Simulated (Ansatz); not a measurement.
# SnClF (SMILES [F][Sn][Cl]) at 6 levels

We compute a comparison of 6 runs (HSE06/STO-3G, PBE0/STO-3G, UPBE/STO-3G, UPBE0/STO-3G, MP2/STO-3G, CCSD/STO-3G) of SnClF. 

Program for the calculation: Ansatz 0.2.0.

59 further runs of the same task are left out: 12 that didn't finish, 47 set aside as unsound or not needed.

## (1) The molecule

The species is SnClF (3 atoms), meant as a singlet with charge 0. SMILES: `[F][Sn][Cl]`. The Sn2–F1 distance was set to 2.903 Å, away from the relaxed value. At this shape a bond of the SMILES string is far longer than usual.

Bond lengths: Sn2–Cl3 2.360 Å.

## (2) A single-point energy at HSE06/STO-3G (run 1)

molecule.yaml reads:

```yaml
crystal:
  periodic: [false, false, false]
  atoms:
    - symbol: F
      position_ang: [-2.166581, -0.114413, -1.211969]
    - symbol: Sn
      position_ang: [0.164300, 0.898100, 0.190700]
    - symbol: Cl
      position_ang: [1.214300, -1.186000, 0.540500]
basis:
  gaussian: {orbitals: STO-3G}
hamiltonian: {xc: hse06}
accuracy: high
```

Launch:

```bash
$ ansatz run molecule.yaml --threads 1 --pin off --max-ram 2610MiB --events-out events.jsonl --progress --plain --runs-dir runs
```

Output:

```text
Warning: RAYON_NUM_THREADS=1 ignored (pool sized by the plan → 1); use --threads N
Functional definition: HSE06
  name "HSE06"
  parameter a = 0.25
  parameter omega = 0.11/bohr
  exchange = pbe_x - a*pbe_x_sr(omega) + a*exact_x_sr(omega)
  correlation = pbe_c
724 factors; integrals over basis functions are off by at most 2.0e-8 eV
55 factors; integrals over basis functions are off by at most 1.5e-9 eV
mean field evaluation 1: about -177364.8511 eV, gradient 2.1e1 eV
mean field evaluation 2: about -177064.2539 eV, gradient 5.7e1 eV
mean field evaluation 4: about -177364.7198 eV, gradient 1.5e1 eV
mean field evaluation 8: about -177372.5454 eV, gradient 2.0e-1 eV
mean field -177372.54568174 eV, -6518.3208263744 hartree, gradient 1.6e-8 eV, S^2 0.000000; 0 other end points of the search recorded, 0 dependent functions left out
reference -177372.54568336 eV, -6518.3208264339 hartree; 38, 38 occupied and 3, 3 virtual orbitals, 724 factors
Total energy: -177372.54568336 eV, -6518.3208264339 hartree
```

Run time: 2.9 s. Hardware: 1 thread of Arm Neoverse V1, shared host; peak memory 0.14 GiB.

## (3) The energy at PBE0/STO-3G (run 2)

in.yaml reads:

```yaml
crystal:
  periodic: [false, false, false]
  atoms:
    - symbol: F
      position_ang: [-2.166581, -0.114413, -1.211969]
    - symbol: Sn
      position_ang: [0.164300, 0.898100, 0.190700]
    - symbol: Cl
      position_ang: [1.214300, -1.186000, 0.540500]
basis:
  gaussian:
    orbitals: STO-3G
hamiltonian:
  xc: {name: PBE0}
accuracy: high
```

Launch:

```bash
$ ansatz run in.yaml --threads 1 --pin off --max-ram 2610MiB --events-out events.jsonl --progress --plain --runs-dir runs
```

Output:

```text
Warning: RAYON_NUM_THREADS=1 ignored (pool sized by the plan → 1); use --threads N
Functional definition: PBE0
  name "PBE0"
[... 1 set-up line as earlier in the session ...]
  parameter kappa = 0.804
  parameter beta = 0.06672455060314922
  exchange = (1 - a)*pbe_x(kappa = kappa, mu = beta*pi^2/3) + a*exact_x
  correlation = pbe_c(beta = beta)
724 factors; integrals over basis functions are off by at most 2.0e-8 eV
mean field evaluation 1: about -177364.3769 eV, gradient 2.1e1 eV
mean field evaluation 2: about -177064.9143 eV, gradient 6.3e1 eV
mean field evaluation 4: about -177364.9989 eV, gradient 1.6e1 eV
mean field evaluation 8: about -177365.0068 eV, gradient 1.6e1 eV
mean field evaluation 16: about -177372.2164 eV, gradient 3.2e-6 eV
mean field -177372.21637280 eV, -6518.3087244939 hartree, gradient 1.1e-8 eV, S^2 0.000000; 0 other end points of the search recorded, 0 dependent functions left out
reference -177372.21637401 eV, -6518.3087245384 hartree; 38, 38 occupied and 3, 3 virtual orbitals, 724 factors
Total energy: -177372.21637401 eV, -6518.3087245384 hartree
```

It took 2.7 s on 1 thread of Arm Neoverse V1, shared host; peak memory 0.13 GiB.

Runs 3 to 5 aren't shown in full; the table further down has their settings and results.

## (4) The energy at CCSD/STO-3G (run 6)

in.yaml reads:

```yaml
crystal:
  periodic: [false, false, false]
  atoms:
    - {symbol: F, position_ang: [-2.166581, -0.114413, -1.211969]}
    - {symbol: Sn, position_ang: [0.164300, 0.898100, 0.190700]}
    - {symbol: Cl, position_ang: [1.214300, -1.186000, 0.540500]}
basis:
  gaussian:
    orbitals: STO-3G
correlation:
  method: ccsd
  frozen_orbitals: {Cl: 5, F: 1, Sn: 18}
accuracy: high
scf:
  omitted_lower_state_checks: [cluster_reference, increment]
```

Launch:

```bash
$ ansatz run in.yaml --threads 1 --pin off --max-ram 2610MiB --events-out events.jsonl --progress --plain --runs-dir runs
```

Output:

```text
Warning: RAYON_NUM_THREADS=1 ignored (pool sized by the plan → 1); use --threads N
[... 14 lines left out ...]
24 core orbitals not correlated: weight in the atoms' cores, before any rotation towards them, 1.000 or more for the frozen orbitals, at most 0.000 for the correlated occupied ones
[... 40 lines left out ...]
WARN: these amplitudes may be one of several solutions (largest doubles amplitude 0.58, level shift 7.57 eV)
Total energy: -177307.47590970 eV, -6515.9295563576 hartree
Checks for a lower state left out: cluster_reference, increment
```

It took 1.9 s on 1 thread of Arm Neoverse V1, shared host; peak memory 0.11 GiB.

## (5) The series

| run | level | frozen core orbitals | energy (Eh) | wall time |
| --- | --- | --- | --- | --- |
| 1 | HSE06/STO-3G | – | -6518.320826 | 2.9 s |
| 2 | PBE0/STO-3G | – | -6518.308725 | 2.7 s |
| 3 | UPBE/STO-3G | – | -6517.917971 | 21 s |
| 4 | UPBE0/STO-3G | – | -6518.324746 | 14 s |
| 5 | MP2/STO-3G | 24 | -6515.869692 | 2.5 s |
| 6 | CCSD/STO-3G | 24 | -6515.929556 | 1.9 s |

## (6) What came out

| quantity | value |
| --- | --- |
| run 6: total energy | -6515.92956 Eh |
| run 6: correlation energy (24 core orbitals frozen) | -157.7 mEh |
| run 6: T1 diagnostic | 0.032 |

In words: Totals of different functionals can't be ranked against each other. In run 6 the T1 diagnostic is large, so a single reference may not serve. In runs 5, 6 the log says that unrestricted orbitals would lower the reference, so the values rest on an unstable closed-shell determinant (other closed-shell runs at this shape may share the fault). In runs 1, 2, 3, 4, 5, 6 the basis is minimal, so the values are rough. In runs 1, 2, 3, 4, 5, 6 relativity is left out where basis or elements ask for it. Spin contamination of the reference: run 4 ⟨S²⟩ = 0.65, run 3 ⟨S²⟩ = 0.32. Where it is this large, the reference is a mixture of spin states, and values that rest on it are in doubt. All runs together took 44 s, the longest 21 s.
